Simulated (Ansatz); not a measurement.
**CF3NSn: a ladder of functionals and wavefunction methods**

The task here is to estimate one member of a computed series from the others.

Computed with Ansatz 0.2.0, Gaussian basis. Level: functionals in def2-TZVPP, the program's frozen cores in correlated methods.

Levels to be run: LDA (SPW92), PBE-D4, revPBE-D4, BLYP-D4, r2SCAN-D4, B97M-V, PBE0-D4, B3LYP-D4, r2SCANh-D4, r2SCAN0-D4, HSE06-D4, BHLYP-D4, CAM-B3LYP-D4, LC-ωPBE, ωB97X-V, ωB97M-V, B2PLYP, PBE-QIDH; CCSD(T)/def2-SVP; CCSD(T)/def2-TZVPP; CCSD(T)/def2-QZVPP; extrapolation to the limit; RPA on PBE.

1 further run of the same task is left out (for a known fault of the program).

## The relaxed structure

All runs share one geometry, relaxed beforehand with PBE0-D4 in a triple-zeta def2 set. Sn takes the def2 core potential; no spin-orbit term is included.

SMILES `N#[C][Sn]([F])([F])[F]`, 6 atoms, charge 0, spin multiplicity 1.

Atoms are counted from 1 here; the program's logs count them from 0.

Bond lengths: N1–C2 1.151 Å, C2–Sn3 2.067 Å, Sn3–F4 1.879 Å, Sn3–F5 1.879 Å, Sn3–F6 1.879 Å. Angles: N1–C2–Sn3 179.8°, C2–Sn3–F4 111.3°, C2–Sn3–F5 111.3°, C2–Sn3–F6 111.3°, F4–Sn3–F5 107.6°, F4–Sn3–F6 107.6°, F5–Sn3–F6 107.6°.

Geometry (Å):

| atom | x (Å) | y (Å) | z (Å) |
| --- | --- | --- | --- |
| N1 | 1.7562 | -1.6389 | 1.2007 |
| C2 | 1.0031 | -0.9389 | 0.6843 |
| Sn3 | -0.3457 | 0.3175 | -0.2512 |
| F4 | -1.7635 | -0.6502 | -1.0143 |
| F5 | 0.4771 | 1.2982 | -1.6261 |
| F6 | -1.0852 | 1.5483 | 0.9602 |

Set-up of the first run:

in.yaml reads:

```yaml
crystal:
  periodic: [false, false, false]
  atoms:
    - {symbol: N, position_ang: [1.756244, -1.638914, 1.200683]}
    - {symbol: C, position_ang: [1.003150, -0.938906, 0.684319]}
    - {symbol: Sn, position_ang: [-0.345665, 0.317542, -0.251151]}
    - {symbol: F, position_ang: [-1.763534, -0.650167, -1.014296]}
    - {symbol: F, position_ang: [0.477103, 1.298219, -1.626102]}
    - {symbol: F, position_ang: [-1.085198, 1.548326, 0.960249]}
basis:
  gaussian: {orbitals: def2-TZVPP}
hamiltonian: {xc: lda}
output: {orbitals: {seedname: orbitals}}
```

Started as:

```sh
> ansatz run in.yaml --threads 2 --pin off --events-out ev --progress --plain --max-ram 32768MiB --backend cpu
```

Among the steps run: LDA; PBE-D4 (GGA); revPBE-D4 (GGA); BLYP-D4 (GGA); r2SCAN-D4 (meta-GGA); B97M-V (meta-GGA); B3LYP-D4 (hybrid); r2SCANh-D4 (hybrid); r2SCAN0-D4 (hybrid); HSE06-D4 (hybrid); BHLYP-D4 (hybrid); CAM-B3LYP-D4 (range-separated); LC-ωPBE (range-separated); ωB97X-V (range-separated); ωB97M-V (range-separated); B2PLYP (double hybrid); PBE-QIDH (double hybrid).

One of the session's tables, all rows but one given; the rest of the session is left out.

It belongs to the step «Frontier levels by functional». 

| functional | HOMO (eV) | LUMO (eV) | gap (eV) |
| --- | --- | --- | --- |
| LDA (SPW92) | -9.80 | -4.52 | 5.28 |
| PBE-D4 | -9.61 | -4.09 | 5.52 |
| revPBE-D4 | -9.53 | -3.93 | 5.60 |
| BLYP-D4 | -9.53 | -4.10 | 5.43 |
| r2SCAN-D4 | -10.10 | -3.86 | 6.23 |
| B97M-V | -10.13 | -3.84 | 6.29 |
| PBE0-D4 | -11.32 | -3.08 | 8.25 |
| B3LYP-D4 | -11.04 | -3.48 | 7.56 |
| r2SCANh-D4 | -10.76 | -3.50 | 7.26 |
| r2SCAN0-D4 | -11.55 | -2.94 | 8.61 |
| HSE06-D4 | -10.91 | -3.45 | 7.45 |
| BHLYP-D4 | -12.57 | -2.08 | 10.48 |
| CAM-B3LYP-D4 | -12.78 | -2.08 | 10.70 |
| LC-ωPBE | ? | ? | ? |
| ωB97X-V | -13.80 | -0.76 | 13.04 |
| ωB97M-V | -13.68 | -0.90 | 12.78 |

Estimate the missing values for LC-ωPBE.

The run gave: HOMO (eV): -14.29; LUMO (eV): -0.62; gap (eV): 13.67. In the column «HOMO (eV)» it is the lowest.
